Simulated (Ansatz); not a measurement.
# BH₂Br: vertical ionisation energy

An exercise on one series of results from a longer session: the logs are not shown, and one member is left open.

Method: unrestricted cation, the program's frozen cores in correlated methods; program: Ansatz 0.2.0, Gaussian basis.

Plan: UKS PBE-D4/def2-TZVPP; UKS r2SCAN-D4/def2-TZVPP; UKS PBE0-D4/def2-TZVPP; UKS B3LYP-D4/def2-TZVPP; UKS wB97X-V/def2-TZVPP; UKS wB97M-V/def2-TZVPP; UKS B2PLYP/def2-TZVPP; UHF-CCSD(T)/def2-TZVPP; UHF-MP2/def2-QZVPP; extrapolation to the limit; then −ε(HOMO) from the neutral's earlier runs with LDA (SPW92), PBE-D4, revPBE-D4, BLYP-D4, r2SCAN-D4, B97M-V, PBE0-D4, B3LYP-D4, r2SCANh-D4, r2SCAN0-D4, HSE06-D4, BHLYP-D4, CAM-B3LYP-D4, LC-ωPBE, ωB97X-V, ωB97M-V.

## The relaxed structure

All runs share one geometry, relaxed beforehand with PBE0-D4 in a triple-zeta def2 set.

SMILES `BBr`, 4 atoms, charge 0, spin multiplicity 1.

Atoms are counted from 1 here; the program's logs count them from 0.

Bond lengths: B1–Br2 1.891 Å, B1–H3 1.188 Å, B1–H4 1.188 Å. Angles: Br2–B1–H3 117.8°, Br2–B1–H4 117.8°, H3–B1–H4 124.3°.

Geometry (Å):

```mol
BBrH2
  3D, bonds by distance, orders not assigned

  4  3  0  0  0  0  0  0  0  0999 V2000
   -0.1539    0.0250   -0.0969 B   0  0
    1.4701   -0.3634    0.7908 Br  0  0
   -1.1112   -0.6173    0.1917 H   0  0
   -0.1495    0.8954   -0.9059 H   0  0
  1  2  8  0
  1  3  8  0
  1  4  8  0
M  END
```

Set-up of the first run:

in.yaml

```yaml
crystal:
  periodic: [false, false, false]
  atoms:
    - {symbol: B, position_ang: [-0.153903, 0.024973, -0.096880]}
    - {symbol: Br, position_ang: [1.470148, -0.363405, 0.790777]}
    - {symbol: H, position_ang: [-1.111222, -0.617298, 0.191728]}
    - {symbol: H, position_ang: [-0.149522, 0.895429, -0.905924]}
basis:
  gaussian: {orbitals: def2-TZVPP}
total_charge: 1
magnetization: {spin_polarized: true, initial_magnetization: 1}
hamiltonian: {xc: pbe, dispersion: d4}
```

Steps of the session up to this table: Cation, UKS PBE-D4/def2-TZVPP; Cation, UKS r2SCAN-D4/def2-TZVPP; Cation, UKS PBE0-D4/def2-TZVPP; Cation, UKS B3LYP-D4/def2-TZVPP; Cation, UKS wB97X-V/def2-TZVPP; Cation, UKS wB97M-V/def2-TZVPP; Cation, UKS B2PLYP (frozen core)/def2-TZVPP; Cation, UHF-CCSD(T)/def2-TZVPP; Cation, UHF-MP2/def2-QZVPP.

One table of the session follows, with a row left open; its other results are not shown here.

Orbital estimates, from the neutral's runs:

```
  functional  −ε(HOMO) (eV)
 LDA (SPW92)           7.05
      PBE-D4           6.95
   revPBE-D4           6.91
     BLYP-D4           6.80
   r2SCAN-D4           7.23
      B97M-V           7.33
     PBE0-D4           8.22
    B3LYP-D4              ?
  r2SCANh-D4           7.70
  r2SCAN0-D4           8.41
    HSE06-D4           7.82
    BHLYP-D4           9.36
CAM-B3LYP-D4           9.56
     LC-ωPBE          10.95
     ωB97X-V          10.58
     ωB97M-V          10.45
```

Q: Estimate the row for B3LYP-D4 from the others.

Worked estimate for «−ε(HOMO) (eV)». Against the share of exact exchange, BLYP-D4 (0, 6.80), BHLYP-D4 (0.5, 9.36) give a slope of 5.12 per unit share; at 0.2 the line stands at 7.82.

The run gave: −ε(HOMO) (eV): 7.98. In «−ε(HOMO) (eV)» the line misses by -0.16.
